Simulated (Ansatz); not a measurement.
# BrClH₄N₂Si: basis-set convergence

Aim: see how fast density functionals converge with the basis set for BrClH₄N₂Si.

Method: one geometry, several basis sets; program: Ansatz 0.2.0, Gaussian basis.

Levels to be run: PBE0-D4/def2-SVP; ωB97M-V/def2-SVP; PBE0-D4/def2-QZVPP; ωB97M-V/def2-QZVPP; the functionals' def2-TZVPP values are taken from earlier runs.

## Step 1: The geometry

All runs share one geometry, relaxed beforehand with PBE0-D4 in a triple-zeta def2 set.

9 atoms, charge 0, spin multiplicity 1.

Atoms are counted from 1 here; the program's logs count them from 0.

Bond lengths: N1–Si2 1.690 Å, N1–H6 1.007 Å, N1–H7 1.007 Å, Si2–N3 1.689 Å, Si2–Cl4 2.056 Å, Si2–Br5 2.227 Å, N3–H8 1.008 Å, N3–H9 1.006 Å. Angles: Si2–N1–H6 119.7°, Si2–N1–H7 120.2°, H6–N1–H7 112.4°, N1–Si2–N3 109.0°, N1–Si2–Cl4 104.7°, N1–Si2–Br5 116.6°, N3–Si2–Cl4 116.7°, N3–Si2–Br5 104.5°, Cl4–Si2–Br5 105.8°, Si2–N3–H8 119.9°, Si2–N3–H9 120.6°, H8–N3–H9 112.7°.

Coordinates:

```
N    -0.5715    1.2710   -0.4705
Si    0.2396   -0.2049   -0.3273
N    -0.0307   -0.8317    1.2178
Cl   -0.4375   -1.3267   -1.9115
Br    2.4573   -0.1481   -0.5265
H    -0.4027    2.0004    0.2036
H    -0.8043    1.6351   -1.3797
H    -0.9728   -0.9479    1.5556
H     0.6110   -1.4934    1.6214
```

## Step 2: PBE0-D4 in def2-SVP

in.yaml reads:

```yaml
crystal:
  periodic: [false, false, false]
  atoms:
    - {symbol: N, position_ang: [-0.571463, 1.271006, -0.470529]}
    - {symbol: Si, position_ang: [0.239613, -0.204873, -0.327266]}
    - {symbol: N, position_ang: [-0.030681, -0.831734, 1.217811]}
    - {symbol: Cl, position_ang: [-0.437465, -1.326735, -1.911523]}
    - {symbol: Br, position_ang: [2.457286, -0.148100, -0.526476]}
    - {symbol: H, position_ang: [-0.402678, 2.000410, 0.203610]}
    - {symbol: H, position_ang: [-0.804256, 1.635087, -1.379686]}
    - {symbol: H, position_ang: [-0.972815, -0.947934, 1.555584]}
    - {symbol: H, position_ang: [0.610959, -1.493424, 1.621374]}
basis:
  gaussian: {orbitals: def2-SVP}
hamiltonian: {xc: pbe0, dispersion: d4}
output: {orbitals: {seedname: orbitals}}
```

Launch:

```console
> ansatz run in.yaml --threads 4 --pin off --events-out ev --progress --plain --max-ram 10444MiB
```

After this run come: ωB97M-V in def2-SVP; PBE0-D4 in def2-QZVPP; ωB97M-V in def2-QZVPP.

**Question.** What will the summary of the whole plan be? Wanted: PBE0-D4: double and triple zeta above quadruple; ωB97M-V: double and triple zeta above quadruple.

As calculated:

| quantity | value |
| --- | --- |
| PBE0-D4: double and triple zeta above quadruple | 21.83, 2.27 eV |
| ωB97M-V: double and triple zeta above quadruple | 21.76, 2.17 eV |

What this shows: For PBE0-D4 the step from double to triple zeta gains 19.56 eV and the next only 2.27 eV. These are total energies; as a rule much of such shifts cancels in differences, which this series doesn't test. The LUMO of ωB97M-V is positive and keeps falling with the basis (2.90 to 1.43 eV): an unbound level that the basis holds in place.
